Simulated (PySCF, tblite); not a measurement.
**C₆H₁₁F₃Ge: geometry, infrared bands, NMR shifts and electronic excitations**

What infrared bands, NMR shifts and electronic excitations should C₆H₁₁F₃Ge (`F[C](F)(F)[GeH2][CH]1CCCC1`) show?

Programs: tblite 0.8.0 and PySCF 2.14.0, with density-fitted response routines of our own. Each step states its level of theory. These are calculated values for one molecule in the gas phase, unless marked as measured. Atoms count from 0, in the outputs and in this text.

## (1) Starting geometry

21 atoms, charge 0, multiplicity 1; geometry from: force field or distance geometry start.

Bonds of the start (Å): F0–C1 1.37, C1–F2 1.38, C1–F3 1.38, C1–Ge4 1.96, Ge4–C5 1.96, C5–C6 1.51, C6–C7 1.52, C7–C8 1.53, C8–C9 1.51, C9–C5 1.51, Ge4–H10 1.55, Ge4–H11 1.54, C5–H12 1.12, C6–H13 1.11, C6–H14 1.11, C7–H15 1.12, C7–H16 1.12, C8–H17 1.11, C8–H18 1.11, C9–H19 1.12, C9–H20 1.11.

## (2) Geometry optimisation with GFN2-xTB

What the job is given:

```
{"job": {"kind": "relax", "xc": "GFN2-xTB", "basis": "xTB"}, "charge": 0, "multiplicity": 1}
F      2.528600    -0.178400    -2.119600
C      3.011700    -0.212500    -0.840000
F      3.363600     1.056100    -0.421900
F      4.137000    -1.015600    -0.803900
Ge     1.662200    -0.940900     0.372700
C      0.107400     0.251100     0.399300
C     -0.977200    -0.257700     1.323300
C     -2.268700     0.331900     0.790000
C     -2.004100     0.713200    -0.667800
C     -0.557700     0.368900    -0.954300
H      1.226100    -2.343700    -0.132000
H      2.245700    -1.056900     1.796900
H      0.435300     1.260800     0.751300
H     -0.791400     0.053300     2.374800
H     -1.037900    -1.362600     1.284200
H     -2.556400     1.230700     1.385600
H     -3.099300    -0.411300     0.858600
H     -2.173500     1.802900    -0.804300
H     -2.686800     0.168700    -1.351800
H     -0.060100     1.155000    -1.572100
H     -0.513500    -0.595900    -1.493600
```

Started as:

```
> OMP_NUM_THREADS=1 python probes_run.py task.json out
```

One launch serves the whole session: the jobs run in the order shown.

**Question.** This job is followed by: GFN2-xTB harmonic vibrations, gas phase; PBE0-D3(BJ)/def2-SVP geometry optimisation, gas phase; GIAO PBE0/pcSseg-1 NMR shielding, non-relativistic, gas phase; TDDFT CAM-B3LYP/def2-SVPD, vertical, gas phase, core orbitals frozen in the response; GIAO HF/pcSseg-1 NMR shielding, non-relativistic, gas phase. Predict these results of the whole session: strongest single infrared mode (GFN2-xTB); zero-point energy (GFN2-xTB); point group; rotational constants (main isotopes); 13C shifts against TMS (PBE0/pcSseg-1, means over atoms taken as alike); 1H shifts against TMS (PBE0/pcSseg-1, means over atoms taken as alike); 19F shifts against CFCl3 (PBE0/pcSseg-1, means over atoms taken as alike); 73Ge shifts against GeMe4 (PBE0/pcSseg-1); lowest singlet (CAM-B3LYP/def2-SVPD); brightest single state of those computed; lowest triplet; vertical ionisation energy (ΔSCF); range of the shift of Ge4.

As calculated:

| quantity | value |
| --- | --- |
| strongest single infrared mode (GFN2-xTB) | 2026 cm⁻¹, 439 km/mol |
| zero-point energy (GFN2-xTB) | 97.7 kcal/mol |
| point group | C1 |
| rotational constants (main isotopes) | 1.94, 0.55, 0.48 GHz |
| 13C shifts against TMS (PBE0/pcSseg-1, means over atoms taken as alike) | 136.9, 32.8, 26.2, 26.1 ppm |
| 1H shifts against TMS (PBE0/pcSseg-1, means over atoms taken as alike) | 4.15, 1.92, 1.72, 1.58, 1.11, 1.11 ppm |
| 19F shifts against CFCl3 (PBE0/pcSseg-1, means over atoms taken as alike) | -64.1 ppm |
| 73Ge shifts against GeMe4 (PBE0/pcSseg-1) | -133 ppm |
| lowest singlet (CAM-B3LYP/def2-SVPD) | 7.96 eV (156 nm), f = 0.029 |
| brightest single state of those computed | state 4, 8.63 eV, f = 0.198 |
| lowest triplet | 7.53 eV |
| vertical ionisation energy (ΔSCF) | 10.46 eV |
| range of the shift of Ge4 | -133 to -103 ppm |

The optimisation took 68 steps and gained 0.362 eV; among the close pairs (by a distance rule), C1–Ge4 changed most, from 1.955 to 2.010 Å (GFN2-xTB). No mode is imaginary among the 57: a minimum at this level. The strongest single mode, at 2026 cm⁻¹, moves mainly H10 and H11. GFN2-xTB is a fitted tight-binding method: band positions and strengths are rough. Its intensities can rank the bands wrongly. The optimisation took 9 steps and gained 0.131 eV; among the close pairs (by a distance rule), Ge4–H10 changed most, from 1.495 to 1.538 Å (PBE0/def2-SVP). No frequency check was run at this level, so the end point may be a saddle. The first singlet state (HOMO→LUMO 0.87) lies at 7.96 eV and is weak; of the 10 states computed, the strongest absorption comes from state 4 at 8.63 eV. The lowest triplet lies 0.44 eV below the lowest singlet (triplets in Tamm-Dancoff, singlets in full TDDFT). The orbital energy would give 9.85 eV for ionisation, ΔSCF gives 10.46 eV. Across the 2 runs the shift of Ge4 moves most, between -133 (PBE0/pcSseg-1) and -103 ppm (HF/pcSseg-1). Spin-orbit coupling is left out, which matters for shieldings and couplings at and beside the heavy atoms.
